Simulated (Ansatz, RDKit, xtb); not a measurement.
# C4H3BF2: which of the isomers drawn lies lowest?

A sample of isomers of C4H3BF2 is drawn. Aim: find which of them has the lowest free energy at 298.15 K, then its properties. The sample is small against all isomers, and the most stable one of this formula need not be in it.

Plan: many cheap relaxations first (GFN2-xTB), then density-functional screening, relaxation at r2SCAN-D4/def2-SVP, vibrations (at GFN2-xTB) and a final energy. The numbers are computed, not measured.

### 1 Possible bonding patterns

Isomers were taken from a list of plausible structures; this is a sample, not all of them. That gives 6 candidates.

```csv
label,SMILES,spin
c093,FC1=C(F)C=CB1,singlet
c346,FC1=CC=C(F)B1,singlet
c474,FB1C=CC=C1F,singlet
c591,FC1=CBC=C1F,singlet
c614,FB1C=CC(F)=C1,singlet
c840,FC1=CC(F)=CB1,singlet
```

Candidates are built by distance geometry, with a force field where one applies, in up to four conformers (letters a to d).

**Question.** With final energies at CCSD(T)/def2-SVP + MP2/def2-TZVPP - MP2/def2-SVP, which structure will this search put lowest in free energy, and by what margin?

| quantity | value |
| --- | --- |
| lowest structure found | FB1C=CC(F)=C1, singlet |
| next finalist | FB1C=CC=C1F, singlet, 7.3 kcal/mol higher in G |
| share at equilibrium, among the finalists | 100.0 % |

`FB1C=CC(F)=C1` comes out lowest. The margin of 7.3 kcal/mol over the next finalist is beyond the usual error of the last level; it says nothing of structures that weren't ranked. r2SCAN-D4/def2-SVP, r2SCAN-D4/def2-SVP, relaxed, HF/def2-SVP and MP2/def2-SVP already put its bonding pattern lowest among the structures in one piece. Lowest found is not proven lowest: the search is finite, and each finalist counts with one conformer. Only 6 drawn patterns were tried, so whole families of isomers are missing, and the result ranks this sample alone. The lowest isomer need not be the one that is made and kept in a bottle, which depends on barriers.
